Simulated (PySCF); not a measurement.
# One shape, several levels: C3H5FGe (SMILES FC1=C[CH]1[GeH3])

Aim: a comparison of 5 runs (HF/pcseg-2, SVWN5/3-21G, B3LYP/6-31G*, PBE0/def2-SVP) of C3H5FGe. The job is set up through a Python script.

The calculation is run with PySCF 2.14.0.

### Step 1. Starting point

C3H5FGe: 10 atoms, total charge 0, spin state singlet. SMILES: `FC1=C[CH]1[GeH3]`. The coordinates come from a PBE0-D4/def2-TZVP relaxation.

Bond lengths: F1–C2 1.305 Å, C2–C3 1.278 Å, C2–C4 1.464 Å, C3–C4 1.562 Å, C4–Ge5 1.962 Å, C3–H6 1.074 Å, C4–H7 1.095 Å, Ge5–H8 1.539 Å, Ge5–H9 1.540 Å, Ge5–H10 1.540 Å. Some angles: F1–C2–C3 148.7°, F1–C2–C4 142.3°, C3–C2–C4 69.0°, C2–C3–C4 61.1°, C2–C4–C3 49.8°, C2–C4–Ge5 122.6°, C3–C4–Ge5 120.9°, C2–C3–H6 155.1°, C4–C3–H6 143.7°, C2–C4–H7 117.7°.

### Step 2. Energy and gradient at HF/pcseg-2 (run 1)

File calc.py:

```python
# FC1=C[CH]1[GeH3]
import pyscf.grad
from pyscf import gto

mol = gto.Mole()
mol.atom = [
    ('F', (-1.457900, -1.607500, 1.558500)),
    ('C', (-0.617800, -1.313700, 0.604300)),
    ('C', (0.462800, -1.586100, -0.020400)),
    ('C', (-0.367000, -0.337800, -0.458200)),
    ('Ge', (0.276900, 1.479000, -0.094600)),
    ('H', (1.359200, -2.142900, -0.219500)),
    ('H', (-0.947900, -0.429600, -1.381300)),
    ('H', (1.029300, 1.470500, 1.248000)),
    ('H', (-0.890500, 2.481100, -0.023600)),
    ('H', (1.235900, 1.935900, -1.210200)),
]
mol.max_memory = 1860
mol.basis = 'pcseg-2'
mol.spin = 0
mol.verbose = 3
mol.build()

myscf = mol.RHF()
myscf.conv_tol = 1e-10
myscf.kernel()
if not myscf.converged:
    myscf = myscf.newton().run(myscf.mo_coeff, myscf.mo_occ)

e_tot = myscf.e_tot
print('Final energy', e_tot)
grad = myscf.Gradients().kernel()
myscf.analyze()
```

Command:

```console
$ OMP_NUM_THREADS=1 python calc.py
```

Log:

```text
converged SCF energy = -2291.27309376291
[... 47 lines left out ...]
MO #38  energy= 0.151100344419145  occ= 0
[... 38 lines left out ...]
MO #77  energy= 1.05453177101896   occ= 0
[... 38 lines left out ...]
MO #116 energy= 1.94063564820445   occ= 0
[... 38 lines left out ...]
MO #155 energy= 4.09926864556744   occ= 0
[... 38 lines left out ...]
MO #194 energy= 4.91704690718413   occ= 0
[... 38 lines left out ...]
MO #233 energy= 8.89037415811274   occ= 0
[... 11 lines left out ...]
Dipole moment(X, Y, Z, Debye):  0.77523, -0.52110, -0.94006
```

It took 11 min on 1 thread of Intel Xeon at 2.70GHz, shared host; peak memory 0.15 GiB.

### Step 3. Energy and forces at SVWN5/3-21G (run 2)

File calc.py:

```python
# FC1=C[CH]1[GeH3]
from pyscf import gto, dft

mol = gto.Mole()
mol.atom = '''
F     -2.755032    -3.037735     2.945138
C     -1.167473    -2.482533     1.141961
C      0.874565    -2.997295    -0.038550
C     -0.693529    -0.638349    -0.865873
Ge     0.523265     2.794905    -0.178768
H      2.568516    -4.049494    -0.414795
H     -1.791271    -0.811826    -2.610279
H      1.945095     2.778842     2.358378
H     -1.682801     4.688599    -0.044598
H      2.335513     3.658321    -2.286947
'''
mol.max_memory = 1860
mol.basis = '3-21g'
mol.spin = 0
mol.verbose = 4
mol.unit = 'bohr'
mol.build()

mf = dft.RKS(mol, xc='svwn')
mf.grids.level = 5
mf.conv_tol = 1e-10
mf.kernel()
if not mf.converged:
    mf = mf.newton().run(mf.mo_coeff, mf.mo_occ)

e_tot = mf.e_tot
print('Final energy', e_tot)
grad = mf.nuc_grad_method().kernel()
mf.analyze()
```

Command:

```console
$ OMP_NUM_THREADS=1 python calc.py
```

Log:

```text
PySCF version 2.14.0

[... 107 lines left out ...]
MO #3   energy= -43.3589427523102  occ= 2
[... 12 lines left out ...]
MO #16  energy= -0.944125079002284 occ= 2
[... 12 lines left out ...]
MO #29  energy= -0.302109082957739 occ= 2
[... 12 lines left out ...]
MO #42  energy= 0.225029973722306  occ= 0
[... 12 lines left out ...]
MO #55  energy= 0.890211449288089  occ= 0
[... 12 lines left out ...]
MO #68  energy= 3.78526766555679   occ= 0
[... 81 lines left out ...]
Dipole moment(X, Y, Z, Debye):  0.41481, -0.70836, -0.46172
```

Wall time 17 s (1 thread of Intel Xeon at 2.70GHz, shared host); peak memory 0.38 GiB.

### Step 4. Energy and gradient at B3LYP/6-31G(d) (spherical functions) (run 3)

File run.py:

```python
import pyscf.grad
from pyscf import gto, dft

molecule = gto.Mole()
molecule.atom = '''
F     -1.457900    -1.607500     1.558500
C     -0.617800    -1.313700     0.604300
C      0.462800    -1.586100    -0.020400
C     -0.367000    -0.337800    -0.458200
Ge     0.276900     1.479000    -0.094600
H      1.359200    -2.142900    -0.219500
H     -0.947900    -0.429600    -1.381300
H      1.029300     1.470500     1.248000
H     -0.890500     2.481100    -0.023600
H      1.235900     1.935900    -1.210200
'''
molecule.max_memory = 1860
molecule.verbose = 4
molecule.charge = 0
molecule.basis = '6-31g*'
molecule.build()

mf = dft.RKS(molecule)
mf.xc = 'b3lyp'
mf.grids.level = 5
mf.conv_tol = 1e-10
mf.kernel()
if not mf.converged:
    mf = mf.newton().run(mf.mo_coeff, mf.mo_occ)

e_final = mf.e_tot
print(f'total energy: {e_final:.8f} hartree')
grad = mf.Gradients().kernel()
dip = mf.dip_moment()
pop, q = mf.mulliken_pop()
```

Command:

```console
$ OMP_NUM_THREADS=1 python run.py
```

Log:

```text
PySCF version 2.14.0

[... 80 lines left out ...]
converged SCF energy = -2293.79401442725
total energy: -2293.79401443 hartree
[... 12 lines left out ...]
Dipole moment(X, Y, Z, Debye):  0.47806, -0.80802, -0.59717
[... 109 lines left out ...]
charge of    9H =      0.02465
```

Wall time 62 s (1 thread of Intel Xeon at 2.70GHz, shared host); peak memory 0.97 GiB.

Run 4 isn't shown in full; the table further down has it.

### Step 5. Energy and gradient at PBE0/def2-SVP (run 5)

File start.xyz:

```xyz
10
C3H5FGe
F     -1.457900    -1.607500     1.558500
C     -0.617800    -1.313700     0.604300
C      0.462800    -1.586100    -0.020400
C     -0.367000    -0.337800    -0.458200
Ge     0.276900     1.479000    -0.094600
H      1.359200    -2.142900    -0.219500
H     -0.947900    -0.429600    -1.381300
H      1.029300     1.470500     1.248000
H     -0.890500     2.481100    -0.023600
H      1.235900     1.935900    -1.210200
```

File input.py:

```python
# FC1=C[CH]1[GeH3]
import pyscf.grad
from pyscf import gto, dft

mol = gto.M(
    atom='start.xyz',
    verbose=4,
    max_memory=1860,
    basis='def2-svp',
)

mf = dft.RKS(mol)
mf.xc = 'pbe0'
mf.conv_tol = 1e-10
mf.grids.level = 5
mf.kernel()
if not mf.converged:
    mf = mf.newton().run(mf.mo_coeff, mf.mo_occ)

e_final = mf.e_tot
print('E(%s) = %.9f' % ('PBE0', e_final))
grad = mf.Gradients().kernel()
mf.analyze()
```

Command:

```console
$ OMP_NUM_THREADS=1 python input.py
```

Log:

```text
PySCF version 2.14.0

[... 109 lines left out ...]
MO #8   energy= -10.2681340845052  occ= 2
[... 20 lines left out ...]
MO #29  energy= -0.358574433584865 occ= 2
[... 20 lines left out ...]
MO #50  energy= 0.455921194980398  occ= 0
[... 20 lines left out ...]
MO #71  energy= 1.21299969805255   occ= 0
[... 20 lines left out ...]
MO #92  energy= 1.99524858484614   occ= 0
[... 20 lines left out ...]
MO #113 energy= 4.04241718448178   occ= 0
[... 126 lines left out ...]
Dipole moment(X, Y, Z, Debye):  0.56000, -0.67891, -0.63898
```

Wall time 69 s (1 thread of Intel Xeon at 2.70GHz, shared host); peak memory 1.2 GiB.

### Step 6. The series

```csv
run,level,integration grid,Cartesian functions,energy (Eh),dipole moment (D),HOMO energy (eV),LUMO energy (eV),wall time
1,HF/pcseg-2,–,no,-2291.273094,1.33,-9.46,2.67,11 min
2,SVWN5/3-21G,5,no,-2277.940646,0.94,-5.65,-0.54,17 s
3,B3LYP/6-31G* (spherical functions),5,no,-2293.794014,1.11,-6.47,0.43,62 s
4,B3LYP/6-31G* (Cartesian functions),5,yes,-2293.802012,1.12,-6.47,0.42,79 s
5,PBE0/def2-SVP,5,no,-2293.127207,1.09,-6.93,0.30,69 s
```

### Step 7. Results

```
                       quantity           value
            run 5: total energy  -2293.12721 Eh
           run 5: dipole moment          1.09 D
             run 5: HOMO energy        -6.93 eV
             run 5: LUMO energy         0.30 eV
           run 5: HOMO–LUMO gap         7.23 eV
run 5: largest force on an atom      0.888 eV/Å
```

The dipole moment (its size) runs from 0.94 D (SVWN5/3-21G) to 1.33 D (HF/pcseg-2). The two ends differ in method and basis. The HOMO–LUMO gap runs from 5.11 eV (SVWN5/3-21G) to 12.14 eV (HF/pcseg-2). Totals of different functionals can't be ranked against each other. All runs together took 15 min, the longest 11 min.
